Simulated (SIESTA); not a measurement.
# Ti3S2 (R32) in SIESTA: further runs, part 2 of 2

SIESTA 5.4.2. Earlier steps stand in the parts before.

### Step 3. Single point, LDA, 15.52 Å³/atom

File Ti3S2.fdf:

```
SystemName                      Ti3S2
SystemLabel                     Ti3S2
NumberOfSpecies                 2
NumberOfAtoms                   5
%block ChemicalSpeciesLabel
  1  22 Ti
  2  16 S
%endblock ChemicalSpeciesLabel

LatticeConstant                 1.0 Ang
%block LatticeVectors
     2.6577287114     1.5344403869     3.1715260146
    -2.6577287114     1.5344403869     3.1715260146
     0.0000000000    -3.0688807739     3.1715260146
%endblock LatticeVectors
AtomicCoordinatesFormat         Fractional
%block AtomicCoordinatesAndAtomicSpecies
     0.0000000000     0.3356550000     0.6643450000  1  Ti
     0.6643450000     0.0000000000     0.3356550000  1  Ti
     0.3356550000     0.6643450000     0.0000000000  1  Ti
     0.1678390000     0.1678390000     0.1678390000  2  S
     0.8321610000     0.8321610000     0.8321610000  2  S
%endblock AtomicCoordinatesAndAtomicSpecies

%block kgrid.MonkhorstPack
    4   0   0  0.0
    0   4   0  0.0
    0   0   4  0.0
%endblock kgrid.MonkhorstPack
XC.Functional                   LDA
XC.Authors                      PW92
PAO.BasisSize                   DZP
PAO.EnergyShift                 0.003 Ry
Mesh.Cutoff                     800 Ry
OccupationFunction              FD
ElectronicTemperature           0.05 eV
MaxSCFIterations                120
SCF.MustConverge                false
SCF.Mixer.Method                Pulay
SCF.Mixer.Weight                0.25
SCF.Mixer.History               8
SCF.DM.Tolerance                5.0e-05
SCF.H.Tolerance                 1.0e-03 eV
WriteForces                     true
Charge.Mulliken                 end
%block PAO.Basis
  Ti 5
  n=3 0 2
    3.157 0.000
  n=4 0 2
    8.686 0.000
  n=3 1 2
    3.575 0.000
  n=4 1 1
    8.686
  n=3 2 2
    6.229 0.000
%endblock PAO.Basis
```

Potentials or basis: PseudoDojo 0.4 standard (LDA files), DZP (energy shift 0.003 Ry; two zetas on semicore shells).

Run with:

```console
$ siesta < Ti3S2.fdf > Ti3S2.out 2>&1
```

Run time: 86 s. Hardware: 1 thread of Arm Neoverse V2, shared host; peak memory 0.48 GiB.

It converged, with:

```
Free energy            : -5450.8298 eV
Pressure               : 1.6 GPa
Largest force          : 0.157 eV/Å
Band gap on the k mesh : none (metal or under the smearing width)
```

Caveat: the k mesh is coarse (spacing up to 0.38 Å⁻¹), so the values aren't converged; the basis of atomic orbitals isn't converged, which shifts pressures, moduli and gaps.

### Step 4. Single point, LDA, 15.85 Å³/atom

Edit Ti3S2.fdf of step 3 so:

```diff
@@ -11,5 +11,5 @@
 %block LatticeVectors
-     2.6577287114     1.5344403869     3.1715260146
-    -2.6577287114     1.5344403869     3.1715260146
-     0.0000000000    -3.0688807739     3.1715260146
+     2.6764457275     1.5452466612     3.1938614407
+    -2.6764457275     1.5452466612     3.1938614407
+     0.0000000000    -3.0904933224     3.1938614407
 %endblock LatticeVectors
```

Run with:

```console
$ siesta Ti3S2.fdf > Ti3S2.out 2>&1
```

Run time: 83 s. Hardware: 1 thread of Arm Neoverse V2, shared host; peak memory 0.48 GiB.

It converged, with:

- Free energy: -5450.8300 eV
- Pressure: -1.5 GPa
- Largest force: 0.098 eV/Å
- Band gap on the k mesh: none (metal or under the smearing width)

Caveat: the k mesh is coarse (spacing up to 0.38 Å⁻¹), so the values aren't converged; the basis of atomic orbitals isn't converged, which shifts pressures, moduli and gaps.

### Step 5. Single point, LDA, 16.18 Å³/atom

Edit Ti3S2.fdf of step 4 so:

```diff
@@ -11,5 +11,5 @@
 %block LatticeVectors
-     2.6764457275     1.5452466612     3.1938614407
-    -2.6764457275     1.5452466612     3.1938614407
-     0.0000000000    -3.0904933224     3.1938614407
+     2.6949045572     1.5559038715     3.2158887674
+    -2.6949045572     1.5559038715     3.2158887674
+     0.0000000000    -3.1118077430     3.2158887674
 %endblock LatticeVectors
```

Run with:

```console
$ siesta < Ti3S2.fdf > Ti3S2.out 2>&1
```

Run time: 80 s. Hardware: 1 thread of Arm Neoverse V2, shared host; peak memory 0.47 GiB.

Results (log left out):

```
Free energy            : -5450.8003 eV
Pressure               : -4.2 GPa
Largest force          : 0.082 eV/Å
Band gap on the k mesh : none (metal or under the smearing width)
```

Caveat: the k mesh is coarse (spacing up to 0.37 Å⁻¹), so the values aren't converged; the basis of atomic orbitals isn't converged, which shifts pressures, moduli and gaps.

### Step 6. Single point, LDA, 16.51 Å³/atom

Edit Ti3S2.fdf of step 5 so:

```diff
@@ -11,5 +11,5 @@
 %block LatticeVectors
-     2.6949045572     1.5559038715     3.2158887674
-    -2.6949045572     1.5559038715     3.2158887674
-     0.0000000000    -3.1118077430     3.2158887674
+     2.7131139241     1.5664170544     3.2376184047
+    -2.7131139241     1.5664170544     3.2376184047
+     0.0000000000    -3.1328341088     3.2376184047
 %endblock LatticeVectors
```

Potentials or basis: PseudoDojo 0.4 standard (LDA files), DZP (energy shift 0.003 Ry; two zetas on semicore shells).

Run with:

```console
$ siesta < Ti3S2.fdf > Ti3S2.out 2>&1
```

Wall time 82 s (1 thread of Arm Neoverse V2, shared host); peak memory 0.46 GiB.

The run converged. Its results:

```
Free energy            : -5450.7442 eV
Pressure               : -6.6 GPa
Largest force          : 0.092 eV/Å
Band gap on the k mesh : none (metal or under the smearing width)
```

Caveat: the k mesh is coarse (spacing up to 0.37 Å⁻¹), so the values aren't converged; the basis of atomic orbitals isn't converged, which shifts pressures, moduli and gaps.

### Step 7. Single point, LDA, 16.84 Å³/atom

Edit Ti3S2.fdf of step 6 so:

```diff
@@ -11,5 +11,5 @@
 %block LatticeVectors
-     2.7131139241     1.5664170544     3.2376184047
-    -2.7131139241     1.5664170544     3.2376184047
-     0.0000000000    -3.1328341088     3.2376184047
+     2.7310820896     1.5767909796     3.2590602111
+    -2.7310820896     1.5767909796     3.2590602111
+     0.0000000000    -3.1535819592     3.2590602111
 %endblock LatticeVectors
```

Run with:

```console
$ siesta Ti3S2.fdf > Ti3S2.out 2>&1
```

Run time: 1.7 min. Hardware: 1 thread of Arm Neoverse V2, shared host; peak memory 0.57 GiB.

The run converged. Its results:

```yaml
Free_energy: -5450.6643 eV
Pressure: -8.8 GPa
Largest_force: 0.098 eV/Å
Band_gap_on_the_k_mesh: none (metal or under the smearing width)
```

Caveat: the k mesh is coarse (spacing up to 0.37 Å⁻¹), so the values aren't converged; the basis of atomic orbitals isn't converged, which shifts pressures, moduli and gaps.

### Step 8. Single point, LDA, 17.17 Å³/atom

Edit Ti3S2.fdf of step 7 so:

```diff
@@ -11,5 +11,5 @@
 %block LatticeVectors
-     2.7310820896     1.5767909796     3.2590602111
-    -2.7310820896     1.5767909796     3.2590602111
-     0.0000000000    -3.1535819592     3.2590602111
+     2.7488168858     1.5870301690     3.2802235327
+    -2.7488168858     1.5870301690     3.2802235327
+     0.0000000000    -3.1740603379     3.2802235327
 %endblock LatticeVectors
```

Run with:

```console
$ siesta Ti3S2.fdf > Ti3S2.out 2>&1
```

It took 1.7 min on 1 thread of Arm Neoverse V2, shared host; peak memory 0.56 GiB.

It converged, with:

```
Free energy            : -5450.5632 eV
Pressure               : -10.8 GPa
Largest force          : 0.104 eV/Å
Band gap on the k mesh : none (metal or under the smearing width)
```

Caveat: the k mesh is coarse (spacing up to 0.37 Å⁻¹), so the values aren't converged; the basis of atomic orbitals isn't converged, which shifts pressures, moduli and gaps.

### Step 9. Single point, LDA, 17.50 Å³/atom

Edit Ti3S2.fdf of step 8 so:

```diff
@@ -11,5 +11,5 @@
 %block LatticeVectors
-     2.7488168858     1.5870301690     3.2802235327
-    -2.7488168858     1.5870301690     3.2802235327
-     0.0000000000    -3.1740603379     3.2802235327
+     2.7663257457     1.5971389139     3.3011172395
+    -2.7663257457     1.5971389139     3.3011172395
+     0.0000000000    -3.1942778279     3.3011172395
 %endblock LatticeVectors
```

Potentials or basis: PseudoDojo 0.4 standard (LDA files), DZP (energy shift 0.003 Ry; two zetas on semicore shells).

Run with:

```console
$ siesta Ti3S2.fdf > Ti3S2.out 2>&1
```

Run time: 98 s. Hardware: 1 thread of Arm Neoverse V2, shared host; peak memory 0.55 GiB.

The run converged. Its results:

| Item | Value |
| --- | --- |
| Free energy | -5450.4430 eV |
| Pressure | -12.5 GPa |
| Largest force | 0.128 eV/Å |
| Band gap on the k mesh | none (metal or under the smearing width) |

Caveat: the k mesh is coarse (spacing up to 0.36 Å⁻¹), so the values aren't converged; the basis of atomic orbitals isn't converged, which shifts pressures, moduli and gaps.

### Step 10. Equation of state, LDA

Potentials or basis: PseudoDojo 0.4 standard (LDA files), DZP (energy shift 0.003 Ry; two zetas on semicore shells).

No new run: the results of the series are fitted here.

What came out:

- Equilibrium volume: 15.69 Å³/atom
- Bulk modulus at fixed shape and positions: 145 GPa
- Pressure derivative of the bulk modulus: 4.4

Energy against volume, from the lowest point:
| volume (Å³/atom) | energy (meV/atom) |
| --- | --- |
| 15.521 | 0.04 |
| 15.851 | 0.00 |
| 16.181 | 5.93 |
| 16.511 | 17.15 |
| 16.842 | 33.14 |
| 17.172 | 53.35 |
| 17.502 | 77.39 |

Caveat: the k mesh is coarse (spacing up to 0.37 Å⁻¹), so the values aren't converged; the cell was scaled at fixed shape and fractional positions, which overstates the stiffness of a crystal with free parameters, most of all of layers and chains; the basis of atomic orbitals isn't converged, which shifts pressures, moduli and gaps.
